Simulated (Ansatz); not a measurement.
This script for Ansatz's Python interface starts 3 runs on H₅O₂Si₂, SMILES O[Si](O)[SiH3]. What input does the engine get in each?

`h5o2si2_methods.py`
```python
'''One geometry of H5O2Si2, method by method.'''

from dataclasses import dataclass

import ansatz as az
from ase import Atoms


@dataclass
class RunConfig:
    basis: str = 'cc-pVDZ'


cfg = RunConfig()


def main() -> None:
    atoms = Atoms(['O', 'Si', 'O', 'Si', 'H', 'H', 'H', 'H', 'H'], positions=[
        [-1.4102, 1.3161, -0.3182],
        [-0.2088, 0.4065, -0.852],
        [1.1138, 1.3718, -0.8955],
        [0.1622, -1.4573, 0.4901],
        [-1.5803, 2.1947, -0.8178],
        [1.4535, 1.7286, -0.0269],
        [-1.1332, -2.2741, 0.5538],
        [1.2173, -2.3008, -0.063],
        [0.4743, -1.0318, 1.9124],
    ])
    molecule = az.Crystal.molecule_from_ase(atoms)

    job = molecule.calculation().basis(gaussian=cfg.basis).spin('collinear', total=1)

    methods = ['mp2', 'ccsd', 'ccsd_t']
    reports = [job.correlation(m).run(threads=1, backend='cpu').report for m in methods]
    print(f'Hartree-Fock reference {reports[0]["reference_energy_ev"] / 27.211386246:.6f} Ha')
    best = reports[-1]['free_energy_ev'] - reports[-1]['reference_energy_ev']
    for method, each in zip(methods, reports):
        gained = each['free_energy_ev'] - each['reference_energy_ev']
        print(f'{method:8s} total {each["free_energy_ev"] / 27.211386246:.6f} Ha  correlation {gained:9.4f} eV  ({100 * gained / best:.1f} % of the last)')


if __name__ == '__main__':
    main()
```

Run 1:
```yaml
crystal:
  periodic: [false, false, false]
  atoms:
    - { symbol: O, position_ang: [-1.4102, 1.3161, -0.3182] }
    - { symbol: Si, position_ang: [-0.2088, 0.4065, -0.852] }
    - { symbol: O, position_ang: [1.1138, 1.3718, -0.8955] }
    - { symbol: Si, position_ang: [0.1622, -1.4573, 0.4901] }
    - { symbol: H, position_ang: [-1.5803, 2.1947, -0.8178] }
    - { symbol: H, position_ang: [1.4535, 1.7286, -0.0269] }
    - { symbol: H, position_ang: [-1.1332, -2.2741, 0.5538] }
    - { symbol: H, position_ang: [1.2173, -2.3008, -0.063] }
    - { symbol: H, position_ang: [0.4743, -1.0318, 1.9124] }
basis:
  gaussian:
    orbitals: cc-pVDZ
magnetization:
  spin_polarized: true
  initial_magnetization: 1.0
correlation:
  method: mp2
```

Run 2, against run 1:
```diff
-  method: mp2
+  method: ccsd
```

Run 3, against run 1:
```diff
-  method: mp2
+  method: ccsd_t
```

Output of `python h5o2si2_methods.py`:
```text
Hartree-Fock reference -730.526418 Ha
mp2      total -731.082876 Ha  correlation  -15.1420 eV  (90.8 % of the last)
ccsd     total -731.124997 Ha  correlation  -16.2881 eV  (97.7 % of the last)
ccsd_t   total -731.138988 Ha  correlation  -16.6689 eV  (100.0 % of the last)
```

Caveats:
- Total energies depend on the basis set; only differences at equal settings carry meaning.
- The geometry is a force-field or estimated start, not a minimum of this method, and the basis set is short of its limit. A lower total doesn't mark the better method: functionals have no common bound, and MP2 and coupled cluster aren't variational.
- The run takes the species as open-shell (spin multiplicity 2), which needn't be its ground state.
- Inner cores stay frozen, so this is valence correlation.
- For Al to Cl the sets with a tight d function, cc-pV(X+d)Z, are usual.
- It ran for 33 s on 1 thread of Arm Neoverse V2, with other jobs on the host, peak memory 0.62 GiB.
